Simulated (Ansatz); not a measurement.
# C3H12AlN: basis-set convergence

How large a basis does C3H12AlN need? Two functionals are run in growing sets.

The runs use Ansatz 0.2.0, Gaussian basis; one geometry, several basis sets.

Plan: PBE0-D4/def2-SVP; ωB97M-V/def2-SVP; PBE0-D4/def2-QZVPP; ωB97M-V/def2-QZVPP; the functionals' def2-TZVPP values are taken from earlier runs.

## Step 1: The relaxed structure

An earlier PBE0-D4 in a triple-zeta def2 set relaxation fixed the geometry.

17 atoms, charge 0, spin multiplicity 1.

Atoms are counted from 1 here; the program's logs count them from 0.

Bond lengths: C1–N2 1.469 Å, C1–H6 1.092 Å, C1–H7 1.089 Å, C1–H8 1.089 Å, N2–Al3 2.062 Å, N2–H9 1.016 Å, N2–H10 1.016 Å, Al3–C4 1.979 Å, Al3–C5 1.979 Å, Al3–H11 1.614 Å, C4–H12 1.096 Å, C4–H13 1.096 Å, C4–H14 1.096 Å, C5–H15 1.096 Å, C5–H16 1.096 Å, C5–H17 1.096 Å. Angles: N2–C1–H6 112.4°, N2–C1–H7 108.8°, N2–C1–H8 108.8°, H6–C1–H7 109.3°, H6–C1–H8 109.3°, H7–C1–H8 108.2°, C1–N2–Al3 115.6°, C1–N2–H9 110.4°, C1–N2–H10 110.4°, Al3–N2–H9 106.9°, Al3–N2–H10 106.9°, H9–N2–H10 106.0°, N2–Al3–C4 101.7°, N2–Al3–C5 101.7°, N2–Al3–H11 96.7°, C4–Al3–C5 117.9°, C4–Al3–H11 116.6°, C5–Al3–H11 116.6° and more.

## Step 2: PBE0-D4 in def2-SVP

Input file in.yaml:

```yaml
crystal:
  periodic: [false, false, false]
  atoms:
    - {symbol: C, position_ang: [0.363760, 1.043667, -1.626772]}
    - {symbol: N, position_ang: [1.034184, 0.939294, -0.323662]}
    - {symbol: Al, position_ang: [0.165461, -0.355253, 1.025504]}
    - {symbol: C, position_ang: [0.290787, -2.080368, 0.063987]}
    - {symbol: C, position_ang: [-1.628290, 0.448412, 1.255165]}
    - {symbol: H, position_ang: [0.866765, 1.741740, -2.299576]}
    - {symbol: H, position_ang: [0.336240, 0.056892, -2.087339]}
    - {symbol: H, position_ang: [-0.662328, 1.373195, -1.468176]}
    - {symbol: H, position_ang: [1.078305, 1.848633, 0.126400]}
    - {symbol: H, position_ang: [1.996795, 0.638425, -0.443088]}
    - {symbol: H, position_ang: [1.222399, -0.116917, 2.222226]}
    - {symbol: H, position_ang: [-0.001191, -2.905624, 0.723091]}
    - {symbol: H, position_ang: [1.307706, -2.309594, -0.275652]}
    - {symbol: H, position_ang: [-0.368587, -2.138408, -0.809341]}
    - {symbol: H, position_ang: [-1.591487, 1.510092, 1.526225]}
    - {symbol: H, position_ang: [-2.260714, 0.357959, 0.364822]}
    - {symbol: H, position_ang: [-2.168706, -0.052345, 2.066287]}
basis:
  gaussian: {orbitals: def2-SVP}
hamiltonian: {xc: pbe0, dispersion: d4}
output: {orbitals: {seedname: orbitals}}
```

Run with:

```bash
ansatz run in.yaml --threads 4 --pin off --events-out ev --progress --plain --max-ram 11315MiB
```

Further steps of the session: ωB97M-V in def2-SVP; PBE0-D4 in def2-QZVPP; ωB97M-V in def2-QZVPP.

Before running them: what should the planned runs give, taken together? Wanted: PBE0-D4: double and triple zeta above quadruple; ωB97M-V: double and triple zeta above quadruple.

As calculated:

| quantity | value |
| --- | --- |
| PBE0-D4: double and triple zeta above quadruple | 8.19, 0.50 eV |
| ωB97M-V: double and triple zeta above quadruple | 8.53, 0.49 eV |

In words: For PBE0-D4 the step from double to triple zeta gains 7.69 eV and the next only 0.50 eV. These are total energies; as a rule much of such shifts cancels in differences, which this series doesn't test. The LUMO of ωB97M-V is positive and keeps falling with the basis (2.34 to 0.91 eV): an unbound level that the basis holds in place.
